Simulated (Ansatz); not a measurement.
I need a projected density of states of CrNi₃, space group I4/mmm. Use Ansatz 0.2.0, Python API. Level of theory: LDA, PAW, cutoff 260 eV, 11×11×11 k-points, Fermi-Dirac smearing of 0.1 eV, collinear spin.

```yaml
crystal:
  lattice:
    - [-1.74934, 1.74934, 3.55159]
    - [1.74934, -1.74934, 3.55159]
    - [1.74934, 1.74934, -3.55159]
  atoms:
    - { symbol: Cr, position: [0.00000, 0.00000, 0.00000] }
    - { symbol: Ni, position: [0.50000, 0.50000, 0.00000] }
    - { symbol: Ni, position: [0.75000, 0.25000, 0.50000] }
    - { symbol: Ni, position: [0.25000, 0.75000, 0.50000] }
```

`pdos.py`:
```python
# -*- coding: utf-8 -*-
"""Projected density of states of CrNi3."""

import ansatz as az
from ase import Atoms
import numpy as np

SETTINGS = {
    "xc": "lda",
    "cutoff": 260,
    "occupations": "Fermi-Dirac",
    "scf_tol": 1e-05,
    "max_iterations": 100,
    "n_empty": 14,
}


def main():
    atoms = Atoms(
        ["Cr", "Ni", "Ni", "Ni"],
        scaled_positions=[
            (0.0, 0.0, 0.0),
            (0.5, 0.5, 0.0),
            (0.75, 0.25, 0.5),
            (0.25, 0.75, 0.5),
        ],
        cell=[
            (-1.74934456, 1.74934456, 3.5515891),
            (1.74934456, -1.74934456, 3.5515891),
            (1.74934456, 1.74934456, -3.5515891),
        ],
        pbc=True,
    )
    atoms.set_initial_magnetic_moments([2.1, -1.0, 1.0, -1.0])
    xtal = az.Crystal.from_ase(atoms)

    job = xtal.calculation()
    job = job.functional(SETTINGS["xc"])
    job = job.basis(SETTINGS["cutoff"], xc_grid=1)
    job = job.kpoints(11, center="monkhorst-pack")
    job = job.occupations(SETTINGS["occupations"])
    job = job.spin("collinear")
    job = job.scf(tolerance=SETTINGS["scf_tol"], max_iterations=SETTINGS["max_iterations"], self_checks="low")
    job = job.scf(extra_bands=SETTINGS["n_empty"])
    job = job.density_of_states(projected=True, energy_step=0.05)
    result = job.run(threads=1)
    data = result.report

    dos = result.density_of_states()
    energy = np.asarray(dos.energies_ev) - dos.fermi_ev
    curves = {}
    for site in result.projected_density_of_states().sites:
        for shell in site.shells:
            weight = sum(np.sum(curve.g_bin_mean_per_ev, axis=0) for curve in shell.curves)
            name = f"{site.species} {shell.label}"
            curves[name] = curves.get(name, 0) + weight

    step = energy[1] - energy[0]
    windows = [(-8, -4), (-4, 0), (0, 6)]
    print("states by shell in windows of E - E_F (eV):", windows)
    for name, g in curves.items():
        print(f"{name:8s}", " ".join(f"{step * g[(energy >= a) & (energy < b)].sum():8.3f}" for a, b in windows))
    filled = (energy < 0) & (energy > -8)
    for name, g in curves.items():
        if g[filled].sum() * step > 0.5:
            print(f"centre of {name}: {np.average(energy[filled], weights=g[filled]):.2f} eV")


if __name__ == "__main__":
    main()
```

Output of `python pdos.py`:
```text
DeckWarning: basis.ecutwfc = 260 eV is below the records' recommended 420 eV, and the density's cutoff is lower with it unless basis.ecutrho_ratio is high enough to keep the records' density cutoff: compare with a run at a higher cutoff
states by shell in windows of E - E_F (eV): [(-8, -4), (-4, 0), (0, 6)]
Cr 3S       0.003    0.000    0.003
Cr 4S       0.491    0.308    0.522
Cr 3P       0.019    0.016    0.003
Cr 3D       0.831    4.334    4.683
Ni 3S       0.011    0.002    0.010
Ni 4S       1.790    0.671    1.370
Ni 3P       0.019    0.027    0.007
Ni 3D       1.959   24.765    3.025
centre of Cr 4S: -4.39 eV
centre of Cr 3D: -2.30 eV
centre of Ni 4S: -4.63 eV
centre of Ni 3D: -2.19 eV
```
(Warnings from the package without file and line.)

Notes:
- These settings explore the input space; cutoff and mesh may be short of convergence.
- The cutoff lies under the one recommended for these potentials.
- The magnetic order follows from the starting moments and needn't be the lowest.
- This cell is a computed structure, which may not be the phase found in nature.
- Curves are summed over the cell's atoms. Only shells that the potentials hold have channels, so projections don't add up to the total, least of all where a shell is missing (p of most metals); heights and places of peaks move with the mesh.
- The density of states is complete only as far up as bands were computed.
- A band centre counts only the states inside the window taken.
- Hardware and time: 110 s on 1 thread of Arm Neoverse V2 (shared host), peak memory 0.69 GiB.
